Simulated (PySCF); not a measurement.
# C₇H₁₀Si: electronic excitations

Aim: predict the electronic excitations of C₇H₁₀Si (`C=C(C)C1=CC=C[SiH2]1`).

Programs: PySCF 2.14.0, with density-fitted response routines of our own. Each step states its level of theory. These are calculated values for one molecule in the gas phase, unless marked as measured. Atoms are numbered from 0 throughout.

## Step 1: Starting geometry

18 atoms, charge 0, multiplicity 1; geometry from: GFN2-xTB.

Bonds of the start (Å): C0–C1 1.33, C1–C2 1.50, C1–C3 1.45, C3–C4 1.35, C4–C5 1.45, C5–C6 1.34, C6–Si7 1.88, Si7–C3 1.90, C0–H8 1.08, C0–H9 1.08, C2–H10 1.09, C2–H11 1.09, C2–H12 1.09, C4–H13 1.08, C5–H14 1.08, C6–H15 1.08, Si7–H16 1.46, Si7–H17 1.46.

## Step 2: TDDFT and polarisability: CAM-B3LYP/def2-SVPD

The job: settings as JSON, then the geometry in Å.

```
{"job": {"kind": "uv", "xc": "CAM-B3LYP", "basis": "def2-SVPD", "nstates": 8, "ntriplets": 3}, "charge": 0, "multiplicity": 1}
C     -1.928832     0.208666     1.028987
C     -1.336782    -0.050357    -0.138811
C     -2.150228    -0.416917    -1.348525
C      0.103017     0.012921    -0.271573
C      0.789464    -0.233890    -1.410414
C      2.231106    -0.116547    -1.341083
C      2.749585     0.229311    -0.154236
Si     1.355007     0.448330     1.090391
H     -1.357317     0.471940     1.902772
H     -2.998409     0.166633     1.148359
H     -3.210420    -0.426377    -1.109044
H     -1.866502    -1.404081    -1.711176
H     -1.980999     0.300636    -2.150244
H      0.331143    -0.508154    -2.350086
H      2.822368    -0.306539    -2.227346
H      3.809144     0.343357     0.001013
H      1.399875    -0.532100     2.176949
H      1.230022     1.819486     1.587648
```

Level: TDDFT CAM-B3LYP/def2-SVPD, vertical, gas phase, core orbitals frozen in the response.

The run is started by

```console
OMP_NUM_THREADS=1 python probes_run.py task.json out
```

One launch serves the whole session: the jobs run in the order shown.

What will the session give for the following? lowest singlet (CAM-B3LYP/def2-SVPD); brightest single state of those computed; lowest triplet; surface potential, 1st and 99th percentile. Wanted: lowest singlet; brightest single state of those computed; lowest triplet; surface potential, 1st and 99th percentile.

As calculated:

| quantity | value |
| --- | --- |
| lowest singlet (CAM-B3LYP/def2-SVPD) | 3.86 eV (321 nm), f = 0.191 |
| brightest single state of those computed | state 7, 6.27 eV, f = 0.251 |
| lowest triplet | 2.18 eV |
| surface potential, 1st and 99th percentile | -0.60 V and 0.94 V |

**Reading.** The lowest singlet, at 3.86 eV, is HOMO→LUMO 0.95 and is bright; of the 8 states computed, the strongest absorption comes from state 7 at 6.27 eV. The lowest triplet lies 1.68 eV below the lowest singlet (triplets in Tamm-Dancoff, singlets in full TDDFT). At CAM-B3LYP/def2-SVPD, counted by nearest atom on the grid, the HOMO lies on 4 C atoms about 18 % each; C1, C5 about 7 % each, the LUMO on C3, C4, C6 about 16 % each; C0, C5 about 10 % each.
